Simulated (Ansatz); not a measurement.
**SiC (F-43m): equation of state with a fit from a Python script**

Where is the equilibrium volume of SiC (F-43m), and how stiff is it? A script is to give an equation of state with a fit; the system is SiC (F-43m).

All numbers are computed with Ansatz 0.2.0 through its Python package. Level of theory: DFT PBE, plane waves, PAW.

**1. The structure**

Symmetry: F-43m, No. 216, cubic system. Conventional cell: a = 4.358 Å, b = 4.358 Å, c = 4.358 Å, α = 90.00°, β = 90.00°, γ = 90.00°. Si (site symmetry -43m) is surrounded by 4 C at 1.89 Å. C (site symmetry -43m) is surrounded by 4 Si at 1.89 Å.

No structure file is read: the coordinates are typed or built in the script.

**2. The code**

File eos_sic.py:

```python
import warnings

import ansatz as az
from ase.eos import EquationOfState
from ase.units import GPa
import numpy as np

ECUT = 500
MESH = (7, 7, 7)

vectors0 = np.array([
    [0.0, 2.179, 2.179],
    [2.179, 0.0, 2.179],
    [2.179, 2.179, 0.0],
])
sites = [
    ("Si", [0.0, 0.0, 0.0]),
    ("C", [0.25, 0.25, 0.25]),
]


def make_crystal(cell):
    crystal = az.Crystal(lattice=az.Lattice.of(cell))
    for symbol, position in sites:
        crystal = crystal.atom(symbol, position)
    return crystal

warnings.simplefilter("ignore", az.DeckWarning)

volumes, energies, pressures = [], [], []
for scale in np.linspace(0.95, 1.07, 5):
    cell = vectors0 * scale ** (1 / 3)
    calc = (
        make_crystal(cell).calculation()
        .pseudopotentials("paw")
        .occupations(az.OccupationsMethod.FERMI_DIRAC)
        .basis(ECUT)
        .kpoints(*MESH)
        .stress()
    )
    summary = calc.run().report
    volumes.append(abs(np.linalg.det(cell)) / len(sites))
    energies.append(summary["free_energy_ev"] / len(sites))
    pressures.append(np.trace(summary["stress_gpa"]) / 3)
    print(f"V = {volumes[-1]:8.4f} A^3/atom  F = {energies[-1]:.5f} eV/atom  P = {pressures[-1]:8.3f} GPa")

eos = EquationOfState(volumes, energies, eos="vinet")
v0, e0, bulk = eos.fit()
print(f"V0 = {v0:.4f} A^3/atom, E0 = {e0:.5f} eV/atom, B = {bulk / GPa:.1f} GPa")
eos.plot("eos.png")
```

**3. The calls as engine input**

The package turns the script's settings into the engine's input (first run):

```yaml
crystal:
  lattice:
    - [0.0, 2.142060660459106, 2.142060660459106]
    - [2.142060660459106, 0.0, 2.142060660459106]
    - [2.142060660459106, 2.142060660459106, 0.0]
  atoms:
    - { symbol: Si, position: [0.0, 0.0, 0.0] }
    - { symbol: C, position: [0.25, 0.25, 0.25] }
basis:
  ecutwfc: 500.0
kpoints:
  mp_grid:
    grid: [7, 7, 7]
hamiltonian:
  pseudopotentials:
    kind: paw
scf:
  occupations:
    method: fermi_dirac
output:
  stress: true
```

**4. Launch**

Started as:

```console
> python eos_sic.py
```

**Question.** Estimate the equilibrium volume and the bulk modulus.

**Answer**, as computed:

```
                      quantity           value
                 runs compared               5
               range of energy  31.80 meV/atom
lowest point, volume (Å³/atom)          10.449
      equilibrium volume (fit)   10.50 Å³/atom
            bulk modulus (fit)         213 GPa
```

In words: A third-order Birch-Murnaghan fit through the 5 points (the script's own form may differ a little) has its minimum at 10.50 Å³ an atom, 1.5 % above the typed cell, with a bulk modulus of 213 GPa and dB/dP = 3.9. From that minimum the energy rises by 32.0 meV an atom on the compressed side and 18.7 meV on the expanded side. Reading the output:
- Absolute energies stand on the zero of these potentials, so only differences at equal settings mean something.
- No functional is typed, so the default, PBE, holds.
- The starting cell is as deposited in a crystallographic database.
